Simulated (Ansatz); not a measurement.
Crystal: AgRh.

```xyz
2
Lattice="2.7776 0.0000 0.0000 -1.3888 2.4055 0.0000 0.0000 0.0000 4.8086" Properties=species:S:1:pos:R:3 pbc="T T T"
Ag    0.0000    0.0000    2.4043
Rh    1.3888    0.8018    0.0000
```

The cell comes from a database or a generator and needn't be the stable form of this composition.

```yaml
Program: Ansatz 0.2.0
Task: relaxation of cell and atoms
Functional: HSE03
Potentials_or_basis: Ansatz PAW
Cutoff: "420 eV (not typed: the program's choice for these potentials)"
k_mesh: 6 × 6 × 3
Occupations: fermi-dirac, width 0.05 eV
Spin: no spin polarisation
```

At the start: volume 16.06 Å³/atom.

Problem. Where does the relaxation end?

Solution. It ends after 4 steps and the volume is 15.44 Å³/atom (-3.9 %); space group P-6m2 (No. 187, to 0.05 Å).

Step by step:
| step | energy change (eV) | largest force (eV/Å) | volume (Å³) |
| --- | --- | --- | --- |
| 1 | 0.0000 | 0.0000 | 32.13 |
| 2 | -0.0279 | 0.0000 | 30.98 |
| 3 | -0.0283 | 0.0000 | 30.87 |
| 4 | -0.0272 | 0.0000 | 30.87 |

Final structure:
```xyz
2
Lattice="2.7321 0.0000 0.0000 -1.3661 2.3661 0.0000 0.0000 0.0000 4.7760" Properties=species:S:1:pos:R:3 pbc="T T T"
Ag    0.0000    0.0000    2.3880
Rh    1.3661    0.7887    0.0000
```

Caveat: the k mesh is coarse (spacing up to 0.44 Å⁻¹), so the values aren't converged, least of all with exact exchange; the plane-wave basis is chosen anew once the cell has moved, so the energies of steps on either side of that aren't comparable; the PAW data sets come from PBE, with cores solved anew for the run's functional, which leaves a small shift of forces and pressure.
